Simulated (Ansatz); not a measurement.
I need a rigid scan of one bond length of AlBrFHO, SMILES [OH][Al]([F])[Br]. Use Ansatz 0.2.0 through its Python package. Level of theory (for the species named): Hartree-Fock, def2-SVP basis, multiplicity 1.

```yaml
atoms:
  - { symbol: O, position_ang: [0.4468, 1.3748, -0.0707] }
  - { symbol: Al, position_ang: [-0.0228, -0.3625, -0.2422] }
  - { symbol: F, position_ang: [1.2500, -1.5649, -0.5584] }
  - { symbol: Br, position_ang: [-2.1993, -1.0613, -0.0362] }
  - { symbol: H, position_ang: [0.5752, 1.5401, 0.8661] }
```

The script, `scan_albrfho.py`:
```python
"""Potential curve of AlBrFHO along one bond."""

import warnings

import ansatz
import numpy as np

GEOMETRY = """
O     0.44680    1.37480   -0.07070
Al   -0.02280   -0.36250   -0.24220
F     1.25000   -1.56490   -0.55840
Br   -2.19930   -1.06130   -0.03620
H     0.57520    1.54010    0.86610
"""

warnings.simplefilter("ignore", ansatz.DeckWarning)

molecule = ansatz.Crystal.molecule()
for line in GEOMETRY.strip().splitlines():
    symbol, *xyz = line.split()
    molecule = molecule.atom(symbol, [float(v) for v in xyz])

symbols = [site.symbol for site in molecule.cartesian_sites]
start = np.array([site.position_ang for site in molecule.cartesian_sites])
axis = (start[0] - start[1]) / np.linalg.norm(start[0] - start[1])
moving = [0, 4]
lengths, energies = [1.54, 1.66, 1.81, 1.99, 2.26, 2.71, 3.25, 3.98], []
for length in lengths:
    xyz = start.copy()
    xyz[moving] += (length - np.linalg.norm(start[0] - start[1])) * axis
    point = ansatz.Crystal.molecule()
    for symbol, place in zip(symbols, xyz):
        point = point.atom(symbol, place.tolist())
    model = point.calculation().basis(gaussian="def2-SVP").functional("hf").spin("collinear")
    report = model.run().report
    energies.append(report["free_energy_ev"])
    print(f"r = {length:6.3f} A  E = {energies[-1]:.5f} eV  <S^2> = {abs(report['mean_field']['state']['spin_squared']):.3f}")

print("energy above the lowest point (eV):", [round(e - min(energies), 3) for e in energies])
```

```console
$ python scan_albrfho.py
r =  1.540 A  E = -81330.89243 eV  <S^2> = 0.000
r =  1.660 A  E = -81331.36448 eV  <S^2> = 0.000
r =  1.810 A  E = -81331.20870 eV  <S^2> = 0.000
r =  1.990 A  E = -81330.50130 eV  <S^2> = 0.000
r =  2.260 A  E = -81329.11058 eV  <S^2> = 0.000
r =  2.710 A  E = -81327.88097 eV  <S^2> = 0.785
r =  3.250 A  E = -81327.66149 eV  <S^2> = 0.964
r =  3.980 A  E = -81327.61519 eV  <S^2> = 1.009
energy above the lowest point (eV): [0.472, 0.0, 0.156, 0.863, 2.254, 3.484, 3.703, 3.749]
```

Caveats:
- Total energies depend on the basis set; only differences at equal settings carry meaning.
- The rest of the molecule is held rigid at a force-field or estimated start geometry, and the basis set is modest; single-reference methods fail as a bond breaks.
- The expectation value of S² is noticeably off S(S+1) in at least one run, so that state is spin-contaminated.
- Hartree-Fock leaves correlation out, so bond, atomisation and ionisation energies come out well too low.
- Hardware and time: 43 s on 1 thread of Arm Neoverse V1 (shared host), peak memory 0.32 GiB.
